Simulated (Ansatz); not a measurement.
**FGeH₅OSi₂: how energies converge with the basis set**

One table from this session's results is given with a row withheld; the runs are named, their logs left out.

Method: one geometry, several basis sets; program: Ansatz 0.2.0, Gaussian basis.

The runs, in order: PBE0-D4/def2-SVP; ωB97M-V/def2-SVP; PBE0-D4/def2-QZVPP; ωB97M-V/def2-QZVPP; the functionals' def2-TZVPP values are taken from earlier runs.

### The geometry

An earlier PBE0-D4 in a triple-zeta def2 set relaxation fixed the geometry.

SMILES `[OH][Ge@H]1[SiH2][Si@H]1F`, 10 atoms, charge 0, spin multiplicity 1.

Atoms are counted from 1 here; the program's logs count them from 0.

Bond lengths: O1–Ge2 1.780 Å, O1–H6 0.961 Å, Ge2–Si3 2.437 Å, Ge2–Si4 2.381 Å, Ge2–H7 1.536 Å, Si3–Si4 2.291 Å, Si3–H8 1.489 Å, Si3–H9 1.492 Å, Si4–F5 1.601 Å, Si4–H10 1.489 Å. Angles: Ge2–O1–H6 112.3°, O1–Ge2–Si3 112.9°, O1–Ge2–Si4 129.0°, O1–Ge2–H7 104.2°, Si3–Ge2–Si4 56.8°, Si3–Ge2–H7 130.0°, Si4–Ge2–H7 119.5°, Ge2–Si3–Si4 60.4°, Ge2–Si3–H8 138.4°, Ge2–Si3–H9 96.9°, Si4–Si3–H8 131.1°, Si4–Si3–H9 109.0°, H8–Si3–H9 110.6°, Ge2–Si4–Si3 62.9°, Ge2–Si4–F5 136.0°, Ge2–Si4–H10 101.6°, Si3–Si4–F5 129.4°, Si3–Si4–H10 109.6° and more.

Coordinates:

```mol
FGeH5OSi2
  3D, bonds by distance, orders not assigned

 10 10  0  0  0  0  0  0  0  0999 V2000
   -1.2459    0.5524    2.0881 O   0  0
    0.1935    0.5586    1.0410 Ge  0  0
    0.3035   -1.3788   -0.4339 Si  0  0
    0.3225    0.7297   -1.3306 Si  0  0
   -0.5887    1.3491   -2.4917 F   0  0
   -1.9982    0.1254    1.6706 H   0  0
    1.2861    1.2023    1.9068 H   0  0
    1.1922   -2.5499   -0.6693 H   0  0
   -1.1111   -1.8192   -0.2553 H   0  0
    1.7291    1.1792   -1.5227 H   0  0
  1  2  8  0
  2  3  8  0
  3  4  8  0
  4  5  8  0
  1  6  8  0
  2  7  8  0
  3  8  8  0
  3  9  8  0
  4 10  8  0
  2  4  8  0
M  END
```

Set-up of the first run:

Contents of in.yaml:

```yaml
crystal:
  periodic: [false, false, false]
  atoms:
    - {symbol: O, position_ang: [-1.245914, 0.552447, 2.088100]}
    - {symbol: Ge, position_ang: [0.193473, 0.558607, 1.040977]}
    - {symbol: Si, position_ang: [0.303533, -1.378775, -0.433949]}
    - {symbol: Si, position_ang: [0.322461, 0.729661, -1.330631]}
    - {symbol: F, position_ang: [-0.588656, 1.349073, -2.491713]}
    - {symbol: H, position_ang: [-1.998161, 0.125357, 1.670629]}
    - {symbol: H, position_ang: [1.286094, 1.202290, 1.906847]}
    - {symbol: H, position_ang: [1.192248, -2.549865, -0.669263]}
    - {symbol: H, position_ang: [-1.111058, -1.819154, -0.255302]}
    - {symbol: H, position_ang: [1.729080, 1.179160, -1.522693]}
basis:
  gaussian: {orbitals: def2-SVP}
hamiltonian: {xc: pbe0, dispersion: d4}
output: {orbitals: {seedname: orbitals}}
```

Launch:

```sh
> ansatz run in.yaml --threads 4 --pin off --events-out ev --progress --plain --max-ram 10444MiB
```

Among the steps run: PBE0-D4 in def2-SVP; ωB97M-V in def2-SVP; PBE0-D4 in def2-QZVPP; ωB97M-V in def2-QZVPP.

One of the session's tables, all rows but one given; the rest of the session is left out.

It belongs to the step «Functionals by basis». 

| functional | basis | HOMO (eV) | LUMO (eV) |
| --- | --- | --- | --- |
| PBE0-D4 | def2-SVP | -6.75 | -1.46 |
| PBE0-D4 | def2-TZVPP | ? | ? |
| PBE0-D4 | def2-QZVPP | -6.82 | -1.72 |
| ωB97M-V | def2-SVP | -8.62 | 0.49 |
| ωB97M-V | def2-TZVPP | -8.71 | 0.22 |
| ωB97M-V | def2-QZVPP | -8.73 | 0.09 |

Q: Estimate the row for PBE0-D4, def2-TZVPP from the others.

**Answer.** HOMO (eV): -6.80; LUMO (eV): -1.66. In the column «HOMO (eV)» it lies between PBE0-D4, def2-QZVPP (-6.82) and PBE0-D4, def2-SVP (-6.75).
